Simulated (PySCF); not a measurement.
# B⁺: excitation energies in dyall-acv3z

Each state of boron is computed at each level; their differences give the excitation energy. How far do the methods differ?

The numbers are computed with PySCF 2.14.0 (unrestricted determinants in a Gaussian basis, no spin-orbit coupling in the energies), except any that are marked as measured or tabulated.

## (1) Starting point

- Element: boron (Z = 5)
- Basis: dyall-acv3z (15s9p4d2f, 76 functions)
- Hamiltonian: the non-relativistic Hamiltonian (point nucleus)
- State 1: B⁺: [He] 2s1 3d1, high-spin 3D determinant (an excited configuration)
- State 2: B⁺: [He] 2s1 3s1, high-spin 3S determinant (an excited configuration)
- Needed too, but not shown: B⁺ [He] 2s2 (1S)
- Methods: CCSD(T)
- Core shells frozen in the correlated runs: valence: 1s2 (for B⁺)

Outer shells as boxes (Hund's rule):

B+ [He] 2s1 3d1
```
[He] core
2s [↑ ]
3d [↑ ][  ][  ][  ][  ]
```

B+ [He] 2s1 3s1
```
[He] core
2s [↑ ]
3s [↑ ]
```

One driver process ran all states and methods and kept the integrals in memory. Each run is shown as a PySCF script that sums up its settings (the driver passes frozen orbitals as a list and adds second-order terms of double hybrids); the logs are those of the runs themselves. The driver starts from symmetry-adapted Hartree-Fock orbitals, holds the occupation by maximum overlap and uses a logarithmic radial grid for functionals, so a plain start would take other cycles.

The integrals over 76 functions and the set-up took 0.51 s of CPU time.

## (2) B⁺ [He] 2s1 3d1, at CCSD(T) (valence)

CCSD(T) (valence):

Input file input.py:

```python
from pyscf import gto, scf, dft, mp, cc
import basis_set_exchange as bse
mol = gto.M(atom="B 0 0 0", charge=1, spin=2, symmetry="D2h",
            basis=gto.basis.parse(bse.get_basis("dyall-acv3z", elements=["B"], fmt="nwchem")))
mf = scf.UHF(mol)
mf.irrep_nelec = {'Ag': (2, 1), 'B1g': (1, 0)}
mf.kernel()
mycc = cc.CCSD(mf, frozen=1).run()
mycc.ccsd_t()
```

## (3) B⁺ [He] 2s1 3s1: CCSD(T) (valence)

CCSD(T) (valence):

Changes to input.py since step 2:

```diff
@@ -5,3 +5,3 @@
 mf = scf.UHF(mol)
-mf.irrep_nelec = {'Ag': (2, 1), 'B1g': (1, 0)}
+mf.irrep_nelec = {'Ag': (3, 1)}
 mf.kernel()
```

**Question.** What will these runs give?

**Answer**, as computed:

| quantity | value |
| --- | --- |
| excitation energy, B⁺ → [He] 2s1 3d1 | UHF 17.246, FCI (valence) 18.696 eV |
| excitation energy, B⁺ → [He] 2s1 3s1 | UHF 14.631, FCI (valence) 16.061 eV; reference 16.090 |

Accuracy by level (over 1 difference):

| method | mean absolute miss against the measured value (with the measured fine structure taken into account where it is known) (eV) |
| --- | --- |
| UHF | 1.459 |
| MP2 (valence) | 0.528 |
| SCS-MP2 (valence) | 0.260 |
| CCSD (valence) | 0.029 |
| CCSD(T) (valence) | 0.029 |
| CCSDT (valence) | 0.029 |
| FCI (valence) | 0.029 |

Against experiment CCSD (valence) comes closest (off by 0.03 eV), level with CCSD(T) (valence) and UHF is farthest (1.46 eV). The basis is finite, and no extrapolation was made.
